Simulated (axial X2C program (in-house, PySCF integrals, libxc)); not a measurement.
# CoS⁺: from the state search to constants, part 2 of 2

Computed with an in-house X2C program for linear molecules on PySCF integrals; all-electron X2C, Co dyall-cv3z, S dyall-av3z. The steps go on from the part before.

## (9) PBE0, 2c

State followed: Ω = 4 (excess of +ω over −ω: ω = 3/2, ω = 5/2). The scan is laid around 2.031 Å, a first estimate of the minimum, and this SCF restarts from the orbitals of the search.

The SCF at the reference distance of 2.031 Å:

```text
two-component X2C + atomic mean field  PBE0
basis functions 170  fitting functions 915  grid points 5080
iter        total energy     max residual
   1      -1791.502054981     1.26e-05
   2      -1791.502054984     3.41e-05
   3      -1791.502054994     8.88e-06
   4      -1791.502054998     1.07e-05
   5      -1791.502055003     4.25e-06
   6      -1791.502055004     3.89e-06
converged
one-electron -2693.11012095  Coulomb 874.70248669  exact exchange -20.85851137  xc functional -64.33743630  nuclear repulsion 112.55763423  atomic mean-field constant -0.45610732
```

Along the bond, energies from the lowest point:

| R (Å) | E (eV) | μ (D) | HOMO (eV) | LUMO (eV) | iterations |
| --- | --- | --- | --- | --- | --- |
| 1.767 | 0.8316 | -2.92 | -14.46 | -10.29 | 14 |
| 1.848 | 0.3426 | -3.05 | -14.47 | -10.11 | 13 |
| 1.909 | 0.1347 | -3.09 | -14.48 | -10.14 | 13 |
| 1.970 | 0.0285 | -3.11 | -14.49 | -10.16 | 13 |
| 2.031 | 0.0000 | -3.10 | -14.32 | -10.16 | 6 |
| 2.102 | 0.0389 | -3.07 | -14.01 | -10.15 | 15 |
| 2.173 | 0.1327 | -3.02 | -13.73 | -10.13 | 14 |
| 2.265 | 0.3047 | -2.94 | -13.41 | -10.09 | 15 |
| 2.376 | 0.5559 | -2.81 | -13.09 | -10.04 | 15 |
| 2.539 | 0.9368 | -2.58 | -12.74 | -9.94 | 14 |

Dipoles are positive if S is the positive end and refer to the centre of mass.

Outer spinors at the reference distance:

| ω | occupied | ε (eV) | atomic character | λ mixture |
| --- | --- | --- | --- | --- |
| 1/2 | yes | -26.53 | 77% S s, 9% Co p, 8% Co d | 100% σ |
| -1/2 | yes | -24.60 | 76% S s, 10% Co p, 8% Co d | 100% σ |
| 1/2 | yes | -18.15 | 80% Co d, 14% S p, 4% S s | 100% σ |
| -1/2 | yes | -17.54 | 86% Co d, 13% S p | 100% π |
| 3/2 | yes | -17.47 | 86% Co d, 13% S p | 100% π |
| -3/2 | yes | -17.14 | 100% Co d | 100% δ |
| 5/2 | yes | -17.00 | 100% Co d | 100% δ |
| -1/2 | yes | -15.31 | 71% S p, 13% Co d, 8% Co s | 100% σ |
| 1/2 | yes | -14.86 | 57% S p, 22% Co d, 16% Co s | 84% σ, 16% π |
| 1/2 | yes | -14.75 | 68% Co d, 25% S p, 3% Co s | 84% π, 16% σ |
| 3/2 | yes | -14.60 | 91% Co d, 8% S p | 90% δ, 10% π |
| -1/2 | yes | -14.57 | 79% S p, 16% Co d, 5% Co p | 100% π |
| 3/2 | yes | -14.50 | 70% S p, 25% Co d, 4% Co p | 90% π, 10% δ |
| -3/2 | yes | -14.32 | 69% Co d, 27% S p | 100% π |
| 1/2 | no | -10.16 | 69% S p, 22% Co d, 8% Co p | 100% π |
| -3/2 | no | -9.99 | 61% S p, 31% Co d, 7% Co p | 100% π |
| -1/2 | no | -9.27 | 56% Co d, 30% Co s, 8% S p | 100% σ |
| 1/2 | no | -8.89 | 43% Co s, 31% Co p, 14% S p | 100% σ |

PBE0 fields in the half plane through the axis: z from -2.4 to 4.2 Å across, distance from the axis 0.15 to 2.25 Å upwards; Co lies at z = 0 and S at z = 2.031 Å; the ELF is damped to zero where the density is low.

log10 density (e/bohr³). Ten even steps from '0' (-5.65 ) to '9' (1.37 ):
```
00111222233333333322211
01122233333334443333221
01223334444444444443322
11233444555555555544332
12234455555556666554432
12334566666666666655433
12344567877666777665443
12345678987667897665543
```

ELF. Ten even steps from ' ' (0.00 ) to '@' (0.93 ):
```
                                              
                        ......::::....        
                    ..::----========--..      
                  ..::--++****######**==::    
            ........::==##%%%%@@@@@@%%**==..  
          ..::----::::==%%%%%%%%@@@@@@%%++::  
          ..==######----%%**  ..::@@@@@@**--  
            ++##**##==::%%..%%%%::%%@@@@##==..
```

Re = 2.027 Å, ωe = 456 cm⁻¹, ωexe = 2.23 cm⁻¹, Be = 0.1979 cm⁻¹, De = 2.93 eV, μ = -3.10 D.

## (10) HF, 2c

Output at 2.031 Å:

```text
two-component X2C + atomic mean field  HF
basis functions 170  fitting functions 915  grid points 5080
iter        total energy     max residual
   1      -1789.740152811     1.19e-01
   2      -1789.781335653     1.93e-02
   3      -1789.789757467     2.23e-02
   4      -1789.793077296     8.59e-03
   5      -1789.796967216     8.04e-03
   6      -1789.799562504     8.99e-03
   7      -1789.801292931     8.29e-03
   8      -1789.799306861     7.90e-03
   9      -1789.795069096     4.87e-03
  10      -1789.793815350     4.08e-03
  11      -1789.790102169     1.17e-02
  12      -1789.793789266     3.55e-03
  13      -1789.793594658     5.53e-03
  14      -1789.794712797     5.60e-03
  15      -1789.794765370     5.64e-03
  16      -1789.794659267     5.60e-03
  17      -1789.794727278     5.63e-03
  18      -1789.794077899     5.24e-03
  19      -1789.792117217     7.71e-03
  20      -1789.792903261     6.35e-03
  21      -1789.793074767     5.85e-03
  22      -1789.793201808     5.37e-03
  23      -1789.740152811     2.27e-01
  24      -1789.781480325     2.25e-02
  25      -1789.790872011     6.54e-02
  26      -1789.795404492     2.83e-02
  27      -1789.798615614     1.63e-02
  28      -1789.802926173     3.42e-02
  29      -1789.808247930     4.86e-02
  30      -1789.814045000     5.15e-02
  31      -1789.824576665     1.98e-02
  32      -1789.831192850     1.85e-02
  33      -1789.831458614     1.08e-02
  34      -1789.832490305     2.21e-03
  35      -1789.832568442     1.18e-03
  36      -1789.832618320     7.76e-04
  37      -1789.832623564     4.59e-04
  38      -1789.832626751     1.07e-04
  39      -1789.832627126     7.46e-05
  40      -1789.832627314     4.99e-05
  41      -1789.832627388     3.92e-05
  42      -1789.832627461     3.17e-05
  43      -1789.832627494     3.01e-05
  44      -1789.832627506     1.42e-05
  45      -1789.832627508     7.24e-06
  46      -1789.832627508     5.67e-06
  47      -1789.832627509     4.06e-06
  48      -1789.832627509     2.74e-06
converged
one-electron -2691.42198732  Coulomb 873.14814093  exact exchange -83.66030804  xc functional 0.00000000  nuclear repulsion 112.55763423  atomic mean-field constant -0.45610732
```

No constants are quoted: the dipole of the solution doesn't run smoothly along the scan, a sign that its character may change, so the fit is set aside.

## (11) B3LYP, 2c

The SCF at the reference distance of 2.031 Å:

```text
two-component X2C + atomic mean field  B3LYP
basis functions 170  fitting functions 915  grid points 5080
iter        total energy     max residual
   1      -1791.933297619     2.71e-02
   2      -1791.935117971     3.30e-03
   3      -1791.933149049     1.72e-02
   4      -1791.935267650     1.07e-03
   5      -1791.935285005     9.02e-04
   6      -1791.935294196     4.54e-04
   7      -1791.935300262     1.46e-04
   8      -1791.935301219     1.27e-04
   9      -1791.935301605     4.35e-05
  10      -1791.935301709     1.68e-05
  11      -1791.935301761     1.38e-05
  12      -1791.935301767     3.21e-06
  13      -1791.935301768     5.51e-07
converged
one-electron -2693.02099360  Coulomb 874.59617781  exact exchange -16.67945932  xc functional -68.93255357  nuclear repulsion 112.55763423  atomic mean-field constant -0.45610732
```

Re = 2.040 Å, ωe = 444 cm⁻¹, ωexe = 2.15 cm⁻¹, Be = 0.1953 cm⁻¹, De = 2.94 eV, μ = -2.90 D.

## (12) Correlated methods, 2c

Correlated methods: 14 electrons correlated (frozen shells, counted by type: Co 3 s, 2 p; S 2 s, 1 p), 250 virtual spinors in MP2, 90 natural virtuals in coupled cluster.

Output of the correlated part at 2.031 Å:

```text
correlated 14  virtual 250  natural virtual 90  E(MP2) -0.403227401  MP2 remainder -0.035536806
iter   CCSD correlation   residual
   1     -0.370699222   1.42e-01
   2     -0.381427846   7.83e-02
   3     -0.387765664   5.14e-02
   4     -0.390725704   3.68e-02
   5     -0.394133565   2.51e-02
   6     -0.395186521   1.36e-02
   7     -0.395676502   8.05e-03
   8     -0.395951641   4.98e-03
   9     -0.395872159   3.08e-03
  10     -0.395959680   1.42e-03
  11     -0.395921130   7.02e-04
  12     -0.395943497   4.06e-04
  13     -0.395941980   2.36e-04
  14     -0.395938762   1.25e-04
  15     -0.395936638   7.16e-05
  16     -0.395935391   4.23e-05
  17     -0.395934404   2.49e-05
  18     -0.395933892   1.62e-05
  19     -0.395933427   8.51e-06
  20     -0.395933573   4.25e-06
  21     -0.395933547   2.45e-06
  22     -0.395933621   1.29e-06
  23     -0.395933676   7.68e-07
  24     -0.395933707   4.65e-07
  25     -0.395933726   2.94e-07
(T) -0.016993955  T1 0.0901  D1 0.2705  max T2 0.111
```

MP2: No constants are quoted: the dipole of the HF reference doesn't run smoothly along the scan, a sign that its character may change, so the fit is set aside.

CCSD: No constants are quoted: the dipole of the HF reference doesn't run smoothly along the scan, a sign that its character may change, so the fit is set aside.

CCSD(T): No constants are quoted: the dipole of the HF reference doesn't run smoothly along the scan, a sign that its character may change, so the fit is set aside.

## (13) A higher determinant, 2c

State: Ω = 3 (excess of +ω over −ω: ω = 1/2, ω = 5/2).

Output at the reference distance:

```text
two-component X2C + atomic mean field  PBE0
basis functions 170  fitting functions 915  grid points 5080
iter        total energy     max residual
   1      -1791.475611854     2.65e-05
   2      -1791.475611879     1.72e-05
   3      -1791.475611889     1.37e-05
   4      -1791.475611899     9.63e-06
   5      -1791.475611901     4.00e-06
   6      -1791.475611902     2.51e-06
converged
one-electron -2692.32131675  Coulomb 873.90563449  exact exchange -20.85864834  xc functional -64.30280822  nuclear repulsion 112.55763423  atomic mean-field constant -0.45610732
```

| R (Å) | E above the lowest PBE0 point (eV) |
| --- | --- |
| 1.767 | 1.829 |
| 1.848 | 1.252 |
| 1.909 | 0.976 |
| 1.970 | 0.805 |
| 2.031 | 0.720 |
| 2.102 | 0.704 |
| 2.173 | 0.758 |
| 2.265 | 0.903 |
| 2.376 | 1.156 |

Re = 2.080 Å, ωe = 445 cm⁻¹, ωexe = 1.37 cm⁻¹, Be = 0.188 cm⁻¹, μ = -3.72 D. Te = 0.70 eV. As a difference of two determinants it need not be a gap between pure terms.

## (14) The 2c curves together

Energy (eV) of the followed determinant, 2c, from each level's lowest point:

| R (Å) | PBE0 | HF (dipole not smooth) | MP2 (HF's dipole not smooth) | CCSD (HF's dipole not smooth) | CCSD(T) (HF's dipole not smooth) | B3LYP |
| --- | --- | --- | --- | --- | --- | --- |
| 1.767 | 0.832 | 2.258 | 1.047 | n/a | n/a | 0.890 |
| 1.848 | 0.343 | 1.322 | 0.531 | 0.409 | 0.347 | 0.382 |
| 1.909 | 0.135 | 0.824 | 0.272 | 0.181 | 0.142 | 0.160 |
| 1.970 | 0.029 | 0.467 | 0.106 | 0.052 | 0.034 | 0.041 |
| 2.031 | 0.000 | 0.226 | 0.020 | 0.000 | 0.000 | 0.000 |
| 2.102 | 0.039 | 0.063 | 0.000 | 0.015 | 0.032 | 0.025 |
| 2.173 | 0.133 | 0.000 | 0.051 | 0.092 | 0.123 | 0.106 |
| 2.265 | 0.305 | 0.027 | 0.196 | 0.259 | 0.303 | 0.264 |
| 2.376 | 0.556 | 0.169 | 0.479 | n/a | n/a | 0.502 |
| 2.539 | 0.937 | 0.432 | 1.148 | n/a | n/a | 0.872 |

Time for the job: 3.8 min (1 thread of Arm Neoverse V2, shared host); peak memory 0.88 GiB.

## (15) What came out

The summary covers parts 1 to 2.

Lowest determinant that the search found at its distance, spin-free: M_S = 2, Λ = 2 (beyond closed shells: σα, π+α, π-α, δ+α, δ+β, δ-α).

Lowest determinant that the search found at its distance, 2c: Ω = 4 (excess of +ω over −ω: ω = 3/2, ω = 5/2).

| Hamiltonian | level | Re (Å) | ωe (cm⁻¹) | De (eV) | μ (D) |
| --- | --- | --- | --- | --- | --- |
| spin-free | PBE0 | 2.027 | 456 | 2.93 | -3.10 |
| spin-free | B3LYP | 2.040 | 444 | 2.94 | -2.90 |
| 2c | PBE0 | 2.027 | 456 | 2.93 | -3.10 |
| 2c | B3LYP | 2.040 | 444 | 2.94 | -2.90 |

Dipoles are positive if S is the positive end and refer to the centre of mass. No constants: spin-free HF (the dipole of the solution doesn't run smoothly along the scan, a sign that its character may change, so the fit is set aside); spin-free MP2 (the dipole of the HF reference doesn't run smoothly along the scan, a sign that its character may change, so the fit is set aside); spin-free CCSD (the dipole of the HF reference doesn't run smoothly along the scan, a sign that its character may change, so the fit is set aside); spin-free CCSD(T) (the dipole of the HF reference doesn't run smoothly along the scan, a sign that its character may change, so the fit is set aside); 2c HF (the dipole of the solution doesn't run smoothly along the scan, a sign that its character may change, so the fit is set aside); 2c MP2 (the dipole of the HF reference doesn't run smoothly along the scan, a sign that its character may change, so the fit is set aside); 2c CCSD (the dipole of the HF reference doesn't run smoothly along the scan, a sign that its character may change, so the fit is set aside); 2c CCSD(T) (the dipole of the HF reference doesn't run smoothly along the scan, a sign that its character may change, so the fit is set aside).

Time per point (s) on 1 thread of Arm Neoverse V2, shared host (2c runs); the times are rough: PBE0 0.55, B3LYP 0.59.

What this shows: At PBE0, going from spin-free to two-component changes Re by +1 mÅ, ωe by -0.1 %; the spin-free picture holds up (part of it comes from the scalar share of the two-electron terms). De moves by 0.00 eV; both De rest on single-determinant atoms, which can miss part of an open shell's spin–orbit lowering.

De refers to Co+ + S, each in the lowest determinant found, which need not be this curve's own limit. Each curve is one determinant whose occupation by symmetry is held fixed; it was picked as the lowest of a PBE0 search that is not exhaustive. Dissociation energies refer to the lowest single-determinant-based atoms at the same level and basis. Density functionals use the spin component along the axis (collinear). With several unpaired electrons one determinant need not be a pure state.
